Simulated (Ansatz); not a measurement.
# ClF3MoS: small, medium and large basis sets

An exercise on one series of results from a longer session: the logs are not shown, and one member is left open.

Computed with Ansatz 0.2.0, Gaussian basis. Level: one geometry, several basis sets.

The runs, in order: PBE0-D4/def2-SVP; ωB97M-V/def2-SVP; PBE0-D4/def2-QZVPP; ωB97M-V/def2-QZVPP; the functionals' def2-TZVPP values are taken from earlier runs.

## The geometry

An earlier PBE0-D4 in a triple-zeta def2 set relaxation fixed the geometry. Mo takes the def2 core potential; no spin-orbit term is included.

SMILES `[F][Mo]([F])([F])(=[S])[Cl]`, 6 atoms, charge 0, spin multiplicity 1.

Atoms are counted from 1 here; the program's logs count them from 0.

Bond lengths: F1–Mo2 1.837 Å, Mo2–F3 1.840 Å, Mo2–F4 1.837 Å, Mo2–S5 2.060 Å, Mo2–Cl6 2.259 Å. Angles: F1–Mo2–F3 84.7°, F1–Mo2–F4 151.5°, F1–Mo2–S5 104.2°, F1–Mo2–Cl6 87.3°, F3–Mo2–F4 84.7°, F3–Mo2–S5 107.5°, F3–Mo2–Cl6 147.2°, F4–Mo2–S5 104.2°, F4–Mo2–Cl6 87.3°, S5–Mo2–Cl6 105.3°.

Set-up of the first run:

in.yaml reads:

```yaml
crystal:
  periodic: [false, false, false]
  atoms:
    - {symbol: F, position_ang: [-1.369335, 0.742577, -0.968270]}
    - {symbol: Mo, position_ang: [-0.014815, -0.063188, -0.024182]}
    - {symbol: F, position_ang: [-1.040069, -1.583177, -0.179142]}
    - {symbol: F, position_ang: [0.640798, -0.864263, 1.493625]}
    - {symbol: S, position_ang: [1.527497, -0.214175, -1.382034]}
    - {symbol: Cl, position_ang: [0.297925, 1.918327, 1.013802]}
basis:
  gaussian: {orbitals: def2-SVP}
hamiltonian: {xc: pbe0, dispersion: d4}
output: {orbitals: {seedname: orbitals}}
```

The run is started by

```bash
$ ansatz run in.yaml --threads 4 --pin off --events-out ev --progress --plain --max-ram 10444MiB
```

Among the steps run: PBE0-D4 in def2-SVP; ωB97M-V in def2-SVP; PBE0-D4 in def2-QZVPP; ωB97M-V in def2-QZVPP.

One table of the session follows, with a row left open; its other results are not shown here.

It belongs to the step «Density functionals: the series». 

| functional | basis | HOMO (eV) | LUMO (eV) |
| --- | --- | --- | --- |
| PBE0-D4 | def2-SVP | -9.42 | -4.77 |
| PBE0-D4 | def2-TZVPP | ? | ? |
| PBE0-D4 | def2-QZVPP | -9.33 | -4.63 |
| ωB97M-V | def2-SVP | -11.44 | -2.53 |
| ωB97M-V | def2-TZVPP | -11.41 | -2.45 |
| ωB97M-V | def2-QZVPP | -11.41 | -2.44 |

Estimate the missing values for PBE0-D4, def2-TZVPP.

As computed: HOMO (eV): -9.34; LUMO (eV): -4.66. In the column «HOMO (eV)» it lies between PBE0-D4, def2-SVP (-9.42) and PBE0-D4, def2-QZVPP (-9.33).
